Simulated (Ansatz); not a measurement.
# CdS (Hawleyite): the cost of one run

Method: DFT r²SCAN, frozen-core PAW and all-electron LAPW, scalar-relativistic unless said, in Ansatz 0.2.0.

## (1) Starting point

It takes space group F-43m (No. 216, cubic). The conventional cell has a = 5.879 Å, b = 5.879 Å, c = 5.879 Å, α = 90.00°, β = 90.00°, γ = 90.00°. Cd (site symmetry -43m) is surrounded by 4 S at 2.55 Å. S (site symmetry -43m) has 4 Cd at 2.55 Å in its first shell of neighbours.

As a file:

```
CELL_PARAMETERS angstrom
0.00000 2.93928 2.93928
2.93928 0.00000 2.93928
2.93928 2.93928 0.00000
ATOMIC_POSITIONS crystal
Cd 0.00000 0.00000 0.00000
S 0.75000 0.75000 0.75000
```

Cartesian axes are those of the input's lattice vectors. The structure goes back to a database entry.

## (2) Reference run, PAW

input.yaml

```yaml
crystal:
  lattice:
    - [0.0, 2.93927526089, 2.93927526089]
    - [2.93927526089, 0.0, 2.93927526089]
    - [2.93927526089, 2.93927526089, 0.0]
  atoms:
    - { symbol: Cd, position: [0.0, 0.0, 0.0] }
    - { symbol: S, position: [0.75, 0.75, 0.75] }
kpoints:
  mp_grid: { grid: [8, 8, 8] }
scf:
  occupations: { method: fixed }
hamiltonian:
  xc: r2scan
  pseudopotentials: { kind: paw }
elastic:
  mode: relaxed_ion
  stencil: four_point
  amplitude: 0.003
```

Launch:

```bash
ansatz run input.yaml --threads 1 --pin off --max-ram 2560MiB --backend cpu --events-out ev --progress --plain --runs-dir out
```

What time and memory should one allow on 1 thread of Arm Neoverse V1, shared host?

About 4.4 min, with a peak of 0.56 GiB.
